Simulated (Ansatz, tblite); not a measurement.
**B(CH2SiH3)3 (C3H15BSi3): rung by rung**

One table from this session's results is given with a row withheld; the runs are named, their logs left out.

Method: as each input shows; program: Ansatz 0.2.0, Gaussian basis.

Plan: GFN1-xTB, GFN2-xTB, PBE-D4/def2-TZVP, r2SCAN-D4/def2-TZVP, revPBE-D4/def2-TZVP, B2PLYP/def2-TZVP, ωB97M-V/def2-TZVP, PBE-D4/def2-SVP, PBE0-D4/def2-SVP, HF/6-31G, B3LYP-D4/6-31G, PBE0-D4/def2-TZVPD, PBE-D4/def2-TZVPD, revPBE-D4/def2-TZVPD, CCSD(T)/def2-SVP, MP2/def2-TZVP, RPA/def2-TZVP.

2 further runs of the same task are left out: 2 set aside as unsound or not needed.

## The structure

The geometry is that of the singlet, from an earlier relaxation (PBE-D4/def2-SVP).

22 atoms, charge 0, spin multiplicity 1.

Bond lengths: B1–C2 1.575 Å, B1–C9 1.573 Å, B1–C16 1.573 Å, C2–Si3 1.902 Å, C2–H4 1.113 Å, C2–H5 1.110 Å, Si3–H6 1.505 Å, Si3–H7 1.506 Å, Si3–H8 1.506 Å, C9–Si10 1.902 Å, C9–H11 1.111 Å, C9–H12 1.111 Å, Si10–H13 1.506 Å, Si10–H14 1.506 Å, Si10–H15 1.506 Å, C16–Si17 1.903 Å, C16–H18 1.111 Å, C16–H19 1.111 Å and more. Angles: C2–B1–C9 119.7°, C2–B1–C16 121.1°, C9–B1–C16 119.2°, B1–C2–Si3 111.4°, B1–C2–H4 110.9°, B1–C2–H5 114.0°, Si3–C2–H4 103.6°, Si3–C2–H5 107.9°, H4–C2–H5 108.4°, C2–Si3–H6 111.7°, C2–Si3–H7 110.1°, C2–Si3–H8 110.4°, H6–Si3–H7 108.0°, H6–Si3–H8 108.1°, H7–Si3–H8 108.3°, B1–C9–Si10 108.3°, B1–C9–H11 114.2°, B1–C9–H12 113.1° and more.

PBE0-D4/def2-TZVP was run before; its log isn't repeated, and its numbers join the tables.

The first run:

Tight binding, by tblite at 300 K electronic temperature and without a spin-polarisation term:

```python
tblite.interface.Calculator('GFN1-xTB', numbers, positions, charge=0, uhf=0).singlepoint()
```

Tight binding, by tblite at 300 K electronic temperature and without a spin-polarisation term:

```python
tblite.interface.Calculator('GFN2-xTB', numbers, positions, charge=0, uhf=0).singlepoint()
```

start.molden holds the orbitals of an earlier run on this state, given as this run's starting guess.

File in.yaml:

```yaml
crystal:
  periodic: [false, false, false]
  atoms:
    - {symbol: B, position_ang: [-0.033991, -0.053277, 0.321357]}
    - {symbol: C, position_ang: [1.539424, -0.004974, 0.380866]}
    - {symbol: Si, position_ang: [2.287127, 0.407358, -1.318753]}
    - {symbol: H, position_ang: [1.887641, 0.830157, 1.028987]}
    - {symbol: H, position_ang: [2.006743, -0.945837, 0.739406]}
    - {symbol: H, position_ang: [1.832462, -0.560761, -2.377228]}
    - {symbol: H, position_ang: [1.874337, 1.791388, -1.744347]}
    - {symbol: H, position_ang: [3.791591, 0.360270, -1.257009]}
    - {symbol: C, position_ang: [-0.850624, 1.284910, 0.191015]}
    - {symbol: Si, position_ang: [-1.272862, 1.900867, 1.940144]}
    - {symbol: H, position_ang: [-0.293180, 2.112778, -0.296509]}
    - {symbol: H, position_ang: [-1.826552, 1.152039, -0.323534]}
    - {symbol: H, position_ang: [-2.082112, 0.872752, 2.685479]}
    - {symbol: H, position_ang: [-0.014673, 2.168052, 2.724025]}
    - {symbol: H, position_ang: [-2.070579, 3.177006, 1.877757]}
    - {symbol: C, position_ang: [-0.808414, -1.420241, 0.392412]}
    - {symbol: Si, position_ang: [-0.922127, -2.228694, -1.326786]}
    - {symbol: H, position_ang: [-0.308907, -2.173081, 1.039436]}
    - {symbol: H, position_ang: [-1.859288, -1.296797, 0.731912]}
    - {symbol: H, position_ang: [-1.406469, -1.239267, -2.354158]}
    - {symbol: H, position_ang: [0.419554, -2.751185, -1.762119]}
    - {symbol: H, position_ang: [-1.889080, -3.383432, -1.292324]}
basis:
  gaussian: {orbitals: def2-TZVP, initial_orbitals: start.molden}
hamiltonian: {xc: pbe, dispersion: d4}
scf: {omitted_lower_state_checks: [starts]}
output: {orbitals: {seedname: orbitals}}
```

Run with:

```console
$ ansatz run in.yaml --threads 2 --pin off --events-out ev --progress --plain --max-ram 32768MiB --backend cuda --devices 0, --max-vram 18GiB
```

Steps of the session up to this table: PBE-D4/def2-TZVP; r2SCAN-D4/def2-TZVP; revPBE-D4/def2-TZVP; B2PLYP/def2-TZVP; ωB97M-V/def2-TZVP; PBE-D4/def2-SVP; PBE0-D4/def2-SVP; HF/6-31G; B3LYP-D4/6-31G; PBE0-D4/def2-TZVPD; PBE-D4/def2-TZVPD; revPBE-D4/def2-TZVPD; CCSD(T)/def2-SVP; MP2/def2-TZVP; RPA/def2-TZVP.

One table of the session follows, with a row left open; its other results are not shown here.

It belongs to the step «Binding energy». 

| method | binding an atom (eV) |
| --- | --- |
| HF/6-31G | 2.566 |
| HF/def2-SVP | 2.819 |
| HF/def2-TZVP | 2.799 |
| PBE-D4/def2-SVP | 3.649 |
| PBE-D4/def2-TZVP | 3.634 |
| PBE-D4/def2-TZVPD | 3.635 |
| revPBE-D4/def2-TZVP | 3.579 |
| revPBE-D4/def2-TZVPD | 3.580 |
| r2SCAN-D4/def2-TZVP | 3.633 |
| B3LYP-D4/6-31G | 3.476 |
| PBE0-D4/def2-SVP | 3.635 |
| PBE0-D4/def2-TZVP | 3.620 |
| PBE0-D4/def2-TZVPD | 3.621 |
| ωB97M-V/def2-TZVP | 3.633 |
| MP2/def2-SVP | 3.451 |
| MP2/def2-TZVP | 3.498 |
| CCSD/def2-SVP | 3.426 |
| CCSD(T)/def2-SVP | ? |

Estimate the missing values for CCSD(T)/def2-SVP.

**Answer.** binding an atom (eV): 3.454. In the column «binding an atom (eV)» it lies between MP2/def2-SVP (3.451) and B3LYP-D4/6-31G (3.476).

To keep in mind: Free atoms were run apart at each level; binding is atoms less cluster, divided by the number of atoms, without zero-point or spin-orbit terms.
